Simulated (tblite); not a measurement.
# C2H8B2GeN2: the cost of one run

The runs use tblite 0.8.0 and PySCF 2.14.0, with density-fitted response routines of our own; the level of theory stands in each step. All values are computed, except where a source is named. Atoms count from 0, in the outputs and in this text.

## (1) The starting structure

15 atoms, charge 0, multiplicity 1; geometry from: force field or distance geometry start.

Bonds of the start (Å): C0–C1 1.22, C1–Ge2 1.87, Ge2–B3 2.03, B3–B4 1.68, B4–N5 1.52, B4–N6 1.53, C0–H7 1.06, Ge2–H8 1.55, Ge2–H9 1.54, B3–H10 1.17, N5–H11 1.04, N5–H12 1.05, N6–H13 1.04, N6–H14 1.05.

## (2) Relaxing the molecule with GFN2-xTB

The job: settings as JSON, then the geometry in Å.

```
{"job": {"kind": "relax", "xc": "GFN2-xTB", "basis": "xTB"}, "charge": 0, "multiplicity": 1}
C      2.883900    -1.268000     0.992100
C      2.081100    -1.203700     0.074500
Ge     0.852000    -1.120300    -1.337600
B     -0.249900     0.581600    -1.179900
B     -1.213000     0.843600     0.167900
N     -1.304800    -0.184600     1.279100
N     -2.038000     2.125300     0.231600
H      3.574500    -1.310200     1.795500
H     -0.095600    -2.348200    -1.282700
H      1.600800    -1.106500    -2.685900
H     -0.216700     1.374300    -2.039300
H     -1.599700    -1.094000     0.857600
H     -0.341900    -0.315300     1.674100
H     -2.566900     2.105400     1.131400
H     -1.370200     2.928700     0.299600
```

Command:

```bash
> OMP_NUM_THREADS=1 python probes_run.py task.json out
```

One launch serves the whole session: the jobs run in the order shown.

**Question.** How long does this first job take on 1 thread of Arm Neoverse V1, shared host, and how much memory does it need?

About 1 s, with a peak of 0.18 GiB.
